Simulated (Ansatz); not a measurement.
# Ca2YAs6: a trial structure relaxed

The task: take a trial cell of Ca2YAs6 to zero force and stress.

Method: DFT PBE, scalar-relativistic, plane waves, PAW, in Ansatz 0.2.0.

**1. Starting point**

Symmetry: Fm-3m, No. 225, cubic system. Conventional cell: a = 11.217 Å, b = 11.217 Å, c = 11.217 Å, α = 90.00°, β = 90.00°, γ = 90.00°. Ca (site symmetry -43m) is surrounded by 12 As at 3.97 Å. Around Y (site symmetry m-3m) lie 6 As at 2.80 Å. Around As (site symmetry 4mm) lie 1 Y at 2.80 Å and 4 Ca at 3.97 Å.

Structure file:

```
Ca Y As
1.0
     0.00000    5.60868    5.60868
     5.60868    0.00000    5.60868
     5.60868    5.60868    0.00000
Ca Y As
2 1 6
Direct
  0.25000 0.25000 0.25000
  0.75000 0.75000 0.75000
  0.00000 0.00000 0.00000
  0.75000 0.25000 0.25000
  0.25000 0.75000 0.75000
  0.25000 0.75000 0.25000
  0.75000 0.25000 0.75000
  0.25000 0.25000 0.75000
  0.75000 0.75000 0.25000
```

A structure generator made this guess: ordered vacancies on the cation sites of perovskite (Fm-3m, No. 225). Its size is a rough estimate.

**2. Probe: one point on a coarse mesh**

input.yaml reads:

```yaml
crystal:
  lattice:
    - [0.0, 5.60867947, 5.60867947]
    - [5.60867947, 0.0, 5.60867947]
    - [5.60867947, 5.60867947, 0.0]
  atoms:
    - { symbol: Ca, position: [0.25, 0.25, 0.25] }
    - { symbol: Ca, position: [0.75, 0.75, 0.75] }
    - { symbol: "Y", position: [0.0, 0.0, 0.0] }
    - { symbol: As, position: [0.75, 0.25, 0.25] }
    - { symbol: As, position: [0.25, 0.75, 0.75] }
    - { symbol: As, position: [0.25, 0.75, 0.25] }
    - { symbol: As, position: [0.75, 0.25, 0.75] }
    - { symbol: As, position: [0.25, 0.25, 0.75] }
    - { symbol: As, position: [0.75, 0.75, 0.25] }
basis:
  ecutwfc: 420
kpoints:
  mp_grid: { grid: [4, 4, 4] }
hamiltonian:
  xc: pbe
scf:
  occupations: { method: gaussian, width: 0.1 }
  lower_state_search: "off"
output:
  forces: true
  stress: true
  eigenvalues: true
```

The run is started by

```sh
> ansatz run input.yaml --threads 1 --pin off --max-ram 2048MiB --backend cpu --events-out ev --progress --plain --runs-dir out
```

Further runs follow: rough relaxation on the coarse mesh; relaxation on the finer mesh.

Q: Predict the outcome of this session. Wanted: conventional cell; volume; energy over the elements; gap on the mesh.

As calculated:

| quantity | value |
| --- | --- |
| symmetry at the end (tolerance 0.05 Å) | space group Fm-3m (No. 225) |
| conventional cell | a = 9.537 Å, b = 9.537 Å, c = 9.537 Å, α = 90.00°, β = 90.00°, γ = 90.00° |
| volume | 24.09 Å³/atom |
| energy over the elements | -0.34 eV/atom |
| gap on the mesh | none (metal) |

In words: The space group Fm-3m (No. 225) is kept, and the volume per atom shrinks by 38.6 % from the first guess. A negative formation energy is needed for stability but isn't enough; other structures and compounds were not set against it here. No finished test with a distortion of lower symmetry is shown, so the end may be a saddle point.
